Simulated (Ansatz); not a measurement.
# Ga (sc type): the cost of one run

Program: Ansatz 0.2.0. Level of theory: DFT, PBEsol, PAW with Ansatz's default frozen-core files, scalar-relativistic. These are calculated values, not measurements.

## Step 1: Starting point

The structure is cubic, space group Pm-3m (No. 221). The conventional cell has a = 2.738 Å, b = 2.738 Å, c = 2.738 Å, α = 90.00°, β = 90.00°, γ = 90.00°. Ga (site symmetry m-3m) is surrounded by 6 Ga at 2.74 Å.

Structure file:

```cif
data_structure
_symmetry_space_group_name_H-M 'Pm-3m'
_symmetry_Int_Tables_number 221
_cell_length_a 2.7377
_cell_length_b 2.7377
_cell_length_c 2.7377
_cell_angle_alpha 90.000
_cell_angle_beta 90.000
_cell_angle_gamma 90.000
_cell_volume 20.52
loop_
_atom_site_label
_atom_site_type_symbol
_atom_site_symmetry_multiplicity
_atom_site_Wyckoff_symbol
_atom_site_fract_x
_atom_site_fract_y
_atom_site_fract_z
_atom_site_occupancy
Ga1 Ga 1 a 0.00000 0.00000 0.00000 1
```

The file gives the conventional cell by its symmetry; the runs use the cell typed in the input.

Whether this phase is the stable one at these pressures isn't tested.

## Step 2: Cell relaxed at zero pressure, PAW

Contents of input.yaml:

```yaml
crystal:
  lattice:
    - [2.7377415812, 0.0, 0.0]
    - [0.0, 2.7377415812, 0.0]
    - [0.0, 0.0, 2.7377415812]
  atoms:
    - { symbol: Ga, position: [0.0, 0.0, 0.0] }
kpoints:
  mp_grid: { grid: [15, 15, 15] }
scf:
  occupations: { method: fermi_dirac, width: 0.1 }
hamiltonian:
  xc: pbesol
  pseudopotentials: { kind: paw }
output:
  forces: true
  stress: true
  write_density: true
  write_potential: true
  elf: true
  volumetric_format: npy
relax:
  f_tol: 0.005
  max_steps: 40
  cell: {}
```

Started as:

```console
ansatz run input.yaml --threads 1 --pin off --max-ram 2048MiB --backend cpu --events-out ev --progress --plain --runs-dir out
```

What time and memory should one allow on 1 thread of Arm Neoverse V1, shared host?

About 8.6 s, with a peak of 0.3 GiB.
